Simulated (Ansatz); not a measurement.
# C2H10NPSi: the cost of one run

Program: Ansatz 0.2.0. Level of theory: RKS CAM-B3LYP/6-31G*. These are calculated values, not measurements.

1 further run of the same task is left out (it didn't finish).

**1. Starting point**

Bond lengths: C1–Si2 1.857 Å, Si2–C3 1.856 Å, Si2–N4 1.683 Å, N4–P5 1.714 Å, C1–H6 1.020 Å, C1–H7 1.096 Å, C1–H8 1.122 Å, Si2–H9 1.520 Å, C3–H10 1.118 Å, C3–H11 1.104 Å, C3–H12 1.040 Å, N4–H13 1.118 Å, P5–H14 1.417 Å, P5–H15 1.408 Å. Angles (14 of 24 angles, heavy atoms first): C1–Si2–C3 109.2°, C1–Si2–N4 116.0°, C3–Si2–N4 107.3°, Si2–N4–P5 113.3°, C1–Si2–H9 108.5°, C3–Si2–H9 109.8°, N4–Si2–H9 105.9°, Si2–C1–H6 113.3°, Si2–C1–H7 109.8°, Si2–C1–H8 106.7°, Si2–C3–H10 109.4°, Si2–C3–H11 109.1°, Si2–C3–H12 113.4°, Si2–N4–H13 110.3°.

As a file:

```xyz
15

C    -0.7531   -1.6984    0.0513
Si    0.3732   -0.2214    0.0538
C     1.3446   -0.1905   -1.5269
N    -0.3763    1.2772    0.2085
P    -1.0955    1.5200    1.7447
H    -0.2632   -2.5796   -0.1052
H    -1.3291   -1.7275    0.9837
H    -1.4901   -1.5410   -0.7797
H     1.3189   -0.3391    1.2382
H     2.0928    0.6393   -1.4869
H     1.9344   -1.1204   -1.6074
H     0.7521   -0.0725   -2.3735
H    -1.2134    1.3694   -0.5261
H     0.0812    1.7413    2.5018
H    -1.3983    2.8925    1.6531
```

**2. End point A**

Input file input.yaml:

```yaml
crystal:
  periodic: [false, false, false]
  atoms:
    - { symbol: C, position_ang: [-0.7531, -1.6984, 0.0513] }
    - { symbol: Si, position_ang: [0.3732, -0.2214, 0.0538] }
    - { symbol: C, position_ang: [1.3446, -0.1905, -1.5269] }
    - { symbol: "N", position_ang: [-0.3763, 1.2772, 0.2085] }
    - { symbol: P, position_ang: [-1.0955, 1.52, 1.7447] }
    - { symbol: H, position_ang: [-0.2632, -2.5796, -0.1052] }
    - { symbol: H, position_ang: [-1.3291, -1.7275, 0.9837] }
    - { symbol: H, position_ang: [-1.4901, -1.541, -0.7797] }
    - { symbol: H, position_ang: [1.3189, -0.3391, 1.2382] }
    - { symbol: H, position_ang: [2.0928, 0.6393, -1.4869] }
    - { symbol: H, position_ang: [1.9344, -1.1204, -1.6074] }
    - { symbol: H, position_ang: [0.7521, -0.0725, -2.3735] }
    - { symbol: H, position_ang: [-1.2134, 1.3694, -0.5261] }
    - { symbol: H, position_ang: [0.0812, 1.7413, 2.5018] }
    - { symbol: H, position_ang: [-1.3983, 2.8925, 1.6531] }
basis:
  gaussian: { orbitals: "6-31G*" }
hamiltonian:
  xc: cam_b3lyp
relax:
  f_tol: 0.015
  max_steps: 40
```

Run with:

```
ansatz run input.yaml --threads 2 --pin off --max-ram 3072MiB --backend cpu --events-out ev --progress --plain --runs-dir out
```

What time and memory should one allow on 2 threads of Arm Neoverse V1, shared host?

About 2.4 min, with a peak of 0.3 GiB.
